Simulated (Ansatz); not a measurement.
**C4H10OSi: two geometries relaxed**

Program: Ansatz 0.2.0. Level of theory: RKS PBE/STO-3G. These are calculated values, not measurements.

## Step 1: Starting point

Bond lengths (14 of 15 bonds, heavy atoms first): C1–C2 1.550 Å, C2–C3 1.510 Å, C2–Si4 1.915 Å, C2–C5 1.516 Å, C5–O6 1.243 Å, C1–H7 1.049 Å, C1–H8 1.118 Å, C1–H9 1.129 Å, C3–H10 1.103 Å, C3–H11 1.097 Å, C3–H12 1.135 Å, Si4–H13 1.441 Å, Si4–H14 1.447 Å, Si4–H15 1.552 Å. Angles (14 of 27 angles, heavy atoms first): C1–C2–C3 106.4°, C1–C2–Si4 113.9°, C1–C2–C5 112.1°, C3–C2–Si4 109.3°, C3–C2–C5 107.2°, Si4–C2–C5 107.7°, C2–C5–O6 125.0°, C2–C1–H7 112.9°, C2–C1–H8 106.4°, C2–C1–H9 110.5°, C2–C3–H10 114.3°, C2–C3–H11 113.4°, C2–C3–H12 113.1°, C2–Si4–H13 111.9°.

As a file:

```xyz
16

C    -0.8209   -1.0545    0.8528
C    -0.0318    0.0596    0.1193
C     1.4184   -0.1229    0.4994
Si   -0.1976    0.0021   -1.7877
C    -0.4435    1.4455    0.5769
O    -1.4634    1.7051    1.2374
H    -0.5406   -2.0200    0.5518
H    -1.8999   -0.8885    0.6116
H    -0.7549   -0.9145    1.9715
H     2.0979    0.6321    0.0700
H     1.8160   -1.1103    0.2359
H     1.6031   -0.0225    1.6148
H     0.4718    1.1107   -2.4200
H     0.1960   -1.3010   -2.2779
H    -1.7047    0.1397   -2.1319
H     0.2312    2.3169    0.3205
```

## Step 2: Relaxing end A

input.yaml reads:

```yaml
crystal:
  periodic: [false, false, false]
  atoms:
    - { symbol: C, position_ang: [-0.8209, -1.0545, 0.8528] }
    - { symbol: C, position_ang: [-0.0318, 0.0596, 0.1193] }
    - { symbol: C, position_ang: [1.4184, -0.1229, 0.4994] }
    - { symbol: Si, position_ang: [-0.1976, 0.0021, -1.7877] }
    - { symbol: C, position_ang: [-0.4435, 1.4455, 0.5769] }
    - { symbol: O, position_ang: [-1.4634, 1.7051, 1.2374] }
    - { symbol: H, position_ang: [-0.5406, -2.02, 0.5518] }
    - { symbol: H, position_ang: [-1.8999, -0.8885, 0.6116] }
    - { symbol: H, position_ang: [-0.7549, -0.9145, 1.9715] }
    - { symbol: H, position_ang: [2.0979, 0.6321, 0.07] }
    - { symbol: H, position_ang: [1.816, -1.1103, 0.2359] }
    - { symbol: H, position_ang: [1.6031, -0.0225, 1.6148] }
    - { symbol: H, position_ang: [0.4718, 1.1107, -2.42] }
    - { symbol: H, position_ang: [0.196, -1.301, -2.2779] }
    - { symbol: H, position_ang: [-1.7047, 0.1397, -2.1319] }
    - { symbol: H, position_ang: [0.2312, 2.3169, 0.3205] }
basis:
  gaussian: { orbitals: STO-3G }
hamiltonian:
  xc: pbe
relax:
  f_tol: 0.02
  max_steps: 50
```

Run with:

```sh
$ ansatz run input.yaml --threads 1 --pin off --max-ram 2048MiB --backend cpu --events-out ev --progress --plain --runs-dir out
```

What time and memory should one allow on 1 thread of Arm Neoverse V1, shared host?

About 43 s, with a peak of 0.13 GiB.
